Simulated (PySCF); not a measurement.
# Ge(tBu)2H2: NMR shifts, electronic excitations and core binding energies at several levels of theory, part 2 of 2

PySCF 2.14.0. Atoms count from 0.

## (6) NMR shieldings: PBE/pcSseg-2+pcSseg-1

Job settings and geometry (Å):

```
{"job": {"kind": "nmr", "xc": "PBE", "basis": {"default": "pcSseg-1", "Ge": "pcSseg-2"}, "pop": false}, "charge": 0, "multiplicity": 1}
Ge    -0.901291     0.101010    -0.613917
C     -1.022350     0.033348     1.372857
C     -0.184649    -1.115153     1.932480
C     -2.497160    -0.189263     1.714474
C     -0.558492     1.363213     1.967934
H     -0.326159    -1.194129     3.025686
H     -0.466499    -2.086059     1.494026
H      0.891879    -0.965582     1.755050
H     -2.869560    -1.148890     1.322451
H     -3.138420     0.610187     1.308697
H     -2.639502    -0.199791     2.810525
H     -1.150924     2.209756     1.585997
H      0.500238     1.571839     1.751441
H     -0.672760     1.349258     3.067079
C      0.904377    -0.023372    -1.445552
C      1.419397    -1.460480    -1.357900
C      1.885918     0.930977    -0.766954
C      0.738448     0.367594    -2.915382
H      2.397679    -1.546613    -1.864853
H      1.559183    -1.792156    -0.317958
H      0.732680    -2.170314    -1.845851
H      2.073949     0.653427     0.281965
H      1.527114     1.972734    -0.781371
H      2.859801     0.911372    -1.289008
H      0.396042     1.408368    -3.027087
H      0.014853    -0.281717    -3.434744
H      1.703262     0.275307    -3.446774
H     -1.548424     1.435929    -1.063705
H     -1.748131    -1.062991    -1.189016
```

Method: GIAO PBE/pcSseg-1 Ge:pcSseg-2 NMR shielding, non-relativistic, gas phase.

Standard output:

```text
coarse grid: 98296 points
cycle   1  E = -2392.8798534559  dE = -4.320e-01  |g| = 1.477e+00  |ddm| = 4.478e+00
cycle   2  E = -2392.4210635098  dE =  4.588e-01  |g| = 2.191e+00  |ddm| = 2.258e+00
cycle   3  E = -2393.1092622514  dE = -6.882e-01  |g| = 2.540e-01  |ddm| = 1.732e+00
cycle   4  E = -2393.1221214750  dE = -1.286e-02  |g| = 1.285e-01  |ddm| = 3.825e-01
cycle   5  E = -2393.1257483514  dE = -3.627e-03  |g| = 2.052e-02  |ddm| = 1.202e-01
cycle   6  E = -2393.1258519540  dE = -1.036e-04  |g| = 5.175e-03  |ddm| = 3.397e-02
cycle   7  E = -2393.1258596065  dE = -7.652e-06  |g| = 1.468e-03  |ddm| = 9.172e-03
final grid: 210144 points
cycle   8  E = -2393.1259366269  dE = -5.631e-09  |g| = 2.406e-03  |ddm| = 7.731e-03
cycle   9  E = -2393.1259349219  dE =  1.705e-06  |g| = 4.040e-03  |ddm| = 5.357e-03
cycle  10  E = -2393.1259376557  dE = -2.734e-06  |g| = 2.326e-04  |ddm| = 3.237e-03
cycle  11  E = -2393.1259376678  dE = -1.205e-08  |g| = 5.998e-05  |ddm| = 2.236e-04
cycle  12  E = -2393.1259376687  dE = -8.622e-10  |g| = 1.260e-05  |ddm| = 7.571e-05
converged SCF energy = -2393.1259376687

GIAO shielding tensors (ppm)
atom      isotropic    diamagn.    paramagn.     s11        s22        s33       span
  0 Ge    1316.525    2762.421   -1445.896   1223.387   1262.580   1463.609    240.222
  1 C      151.120     243.836     -92.717    146.092    148.621    158.647     12.555
  2 C      149.627     248.531     -98.904    134.795    138.317    175.769     40.975
  3 C      146.974     246.892     -99.919    125.120    135.175    180.626     55.507
  4 C      148.557     247.993     -99.437    130.922    136.302    178.445     47.523
  5 H       30.284      30.888      -0.605     26.680     27.657     36.515      9.834
  6 H       29.837      32.446      -2.608     25.672     28.513     35.326      9.654
  7 H       29.637      33.114      -3.477     24.618     29.987     34.305      9.687
  8 H       29.992      30.788      -0.796     25.559     28.242     36.175     10.617
  9 H       29.943      30.642      -0.700     25.548     28.117     36.163     10.615
 10 H       30.452      29.501       0.951     26.889     27.474     36.994     10.106
 11 H       29.943      31.847      -1.904     25.940     27.998     35.892      9.952
 12 H       29.616      32.746      -3.130     24.233     30.224     34.390     10.156
 13 H       30.381      30.623      -0.242     26.909     27.482     36.751      9.842
 14 C      151.036     243.822     -92.786    145.970    148.551    158.588     12.617
 15 C      148.617     248.031     -99.415    130.936    136.501    178.413     47.478
 16 C      149.660     248.521     -98.861    134.871    138.112    175.997     41.126
 17 C      146.993     246.931     -99.938    125.233    135.072    180.676     55.444
 18 H       30.388      30.654      -0.267     26.912     27.495     36.755      9.842
 19 H       29.606      32.778      -3.171     24.196     30.255     34.368     10.172
 20 H       29.943      31.873      -1.930     25.940     28.006     35.884      9.944
 21 H       29.638      33.102      -3.464     24.609     29.987     34.318      9.710
 22 H       29.844      32.430      -2.586     25.701     28.474     35.357      9.656
 23 H       30.285      30.887      -0.602     26.689     27.648     36.519      9.830
 24 H       29.998      30.790      -0.792     25.588     28.216     36.190     10.601
 25 H       29.942      30.657      -0.715     25.527     28.140     36.159     10.632
 26 H       30.453      29.517       0.936     26.890     27.480     36.987     10.097
 27 H       27.285      33.957      -6.672     21.068     24.089     36.698     15.630
 28 H       27.289      33.959      -6.670     21.054     24.106     36.708     15.653
```

Run time: 60 s. Hardware: 2 threads of AMD EPYC 7R43, shared host; peak memory 2.3 GiB.

This run: σ C2 148.4, C1 151.1, Ge0 1317, H27 27.29, H5 30.01 ppm (means over like atoms).

## (7) Core-electron binding energies: SCAN, X2C

Settings changed since step 6:

```diff
@@ -1,2 +1,2 @@
-{"job": {"kind": "nmr", "xc": "PBE", "basis": {"default": "pcSseg-1", "Ge": "pcSseg-2"}, "pop": false}, "charge": 0, "multiplicity": 1}
+{"job": {"kind": "xps", "metal_2p": true}, "charge": 0, "multiplicity": 1}
 Ge    -0.901291     0.101010    -0.613917
```

Level: delta-SCF UKS SCAN, pcX-2 on the ionised atom (unc-x2c-TZVPall on a metal), pcseg-1 elsewhere, spin-free X2C.

Standard output:

```text
ground state, core basis on atom 1 (C), 270 functions
  cycle   1  E = -2410.60517220  |g| = 7.33e-01
  cycle   2  E = -2410.44521106  |g| = 1.04e+00
  cycle   3  E = -2410.75180574  |g| = 1.31e-01
  cycle   4  E = -2410.75589769  |g| = 4.39e-02
  cycle   5  E = -2410.75633818  |g| = 1.09e-02
  cycle   6  E = -2410.75636563  |g| = 4.84e-03
  cycle   7  E = -2410.75637539  |g| = 1.76e-03
  cycle   8  E = -2410.75636866  |g| = 4.42e-04
  E(ground) = -2410.90778611 Eh
hole in C 1s of atom 1
  cycle   1  E = -2399.49933120  |g| = 1.53e+00
  cycle   2  E = -2398.20906215  |g| = 2.22e+00
  cycle   3  E = -2400.02742732  |g| = 3.97e-01
  cycle   4  E = -2400.08049876  |g| = 1.92e-01
  cycle   5  E = -2400.09723914  |g| = 7.97e-02
  cycle   6  E = -2400.10036430  |g| = 1.37e-02
  cycle   7  E = -2400.10044081  |g| = 8.28e-03
  cycle   8  E = -2400.10048334  |g| = 2.06e-03
  cycle   9  E = -2400.10048912  |g| = 1.19e-03
  cycle  10  E = -2400.10049079  |g| = 4.66e-04
  E(ion) = -2400.25125787 Eh   <S^2> = 0.7728   hole on atom = 1.000   binding energy = 289.979 eV
ground state, core basis on atom 2 (C), 270 functions
  cycle   1  E = -2410.75364370  |g| = 5.72e-02
  cycle   2  E = -2410.75360378  |g| = 1.98e-02
  cycle   3  E = -2410.75359045  |g| = 2.09e-02
  cycle   4  E = -2410.75369530  |g| = 2.37e-03
  cycle   5  E = -2410.75369659  |g| = 2.19e-04
  E(ground) = -2410.90525038 Eh
hole in C 1s of atom 2
  cycle   1  E = -2399.51653364  |g| = 1.51e+00
  cycle   2  E = -2398.81992641  |g| = 1.83e+00
  cycle   3  E = -2400.03638560  |g| = 3.39e-01
  cycle   4  E = -2400.07727299  |g| = 1.34e-01
  cycle   5  E = -2400.08514451  |g| = 5.41e-02
  cycle   6  E = -2400.08639166  |g| = 1.62e-02
  cycle   7  E = -2400.08652044  |g| = 7.21e-03
  cycle   8  E = -2400.08655090  |g| = 2.32e-03
  cycle   9  E = -2400.08655464  |g| = 1.20e-03
  cycle  10  E = -2400.08655585  |g| = 6.38e-04
  cycle  11  E = -2400.08655779  |g| = 1.57e-04
  E(ion) = -2400.23719926 Eh   <S^2> = 0.7687   hole on atom = 1.000   binding energy = 290.292 eV
```

Run time: 34 s. Hardware: 2 threads of AMD EPYC 7R43, shared host; peak memory 1.3 GiB.

The holes in one table. −ε is the ground-state orbital energy:

```csv
hole,stands for,environment,ΔSCF (eV),−ε (eV),⟨S²⟩
C1s on C1,"C1, C14","carbon bonded to 3 C, Ge",289.98,274.0,0.773
C1s on C2,"C2, C3, C4, C15, C16, C17","carbon bonded to C, 3 H",290.29,273.4,0.769
```

Each hole run stands for the others of its class of like atoms.

## (8) Run by run: NMR shifts

Shifts (ppm), means over like atoms, with basis size and wall time:

```csv
run,C2,C1,H27,H5,functions,time
PBE0/pcSseg-2+pcSseg-1,30.7,24.5,3.76,1.14,299,62 s
B3LYP/pcSseg-2+pcSseg-1,31.3,27.1,3.71,1.15,299,46 s
PBE/pcSseg-2+pcSseg-1,31.6,29.0,3.91,1.19,299,60 s
```

## (9) What came out

What follows sums up all 2 parts.

| quantity | value |
| --- | --- |
| point group | C2 |
| rotational constants (main isotopes) | 1.84, 0.79, 0.73 GHz |
| ¹³C shifts against TMS (PBE0/pcSseg-2+pcSseg-1, means over atoms taken as alike) | 30.7, 24.5 ppm |
| ¹H shifts against TMS (PBE0/pcSseg-2+pcSseg-1, means over atoms taken as alike) | 3.76, 1.14 ppm |
| shieldings of Ge (PBE0/pcSseg-2+pcSseg-1) | Ge0 1379.2 ppm |
| surface potential, 1st and 99th percentile | -0.28 V and 0.61 V |
| lowest singlet (CAM-B3LYP/def2-SVPD) | 6.97 eV (178 nm), f = 0.014 |
| brightest single state of those computed | state 3, 7.70 eV, f = 0.259 |
| lowest triplet | 6.83 eV |
| C1s binding energies, SCAN/pcX-2 | C2 290.29, C1 289.98 eV |
| range of the shift of C1 | 24.5 to 29.0 ppm |

Single values in the summary come from the first run of each kind that ended normally (PBE0/pcSseg-2+pcSseg-1; CAM-B3LYP/def2-SVPD; SCAN/pcX-2), which need not be the best level. The start was shaken at random, so part of the energy gained undoes that. The optimisation took 7 steps and gained 1.272 eV; among the close pairs (by a distance rule), C1–C3 changed most, from 1.408 to 1.530 Å. At PBE0/pcSseg-2+pcSseg-1: The largest span, 230 ppm, is at Ge0, where the paramagnetic term is -1383 ppm. The lowest singlet, at 6.97 eV, is HOMO→LUMO 0.88 and is weak; of the 15 states computed, the strongest absorption comes from states 8 to 9 together at 8.37 eV. The lowest triplet lies 0.14 eV below the lowest singlet (triplets in Tamm-Dancoff, singlets in full TDDFT). The C1s levels kept as sound span 0.31 eV, from C1 (carbon bonded to 3 C, Ge) up to C2 (carbon bonded to C, 3 H). Among the atoms with a shift in every run: Across the 3 runs the shift of C1 (with its like atoms) moves most, between 24.5 (PBE0/pcSseg-2+pcSseg-1) and 29.0 ppm (PBE/pcSseg-2+pcSseg-1). Spin-orbit coupling is left out, which matters for shieldings and couplings at and beside the heavy atoms.
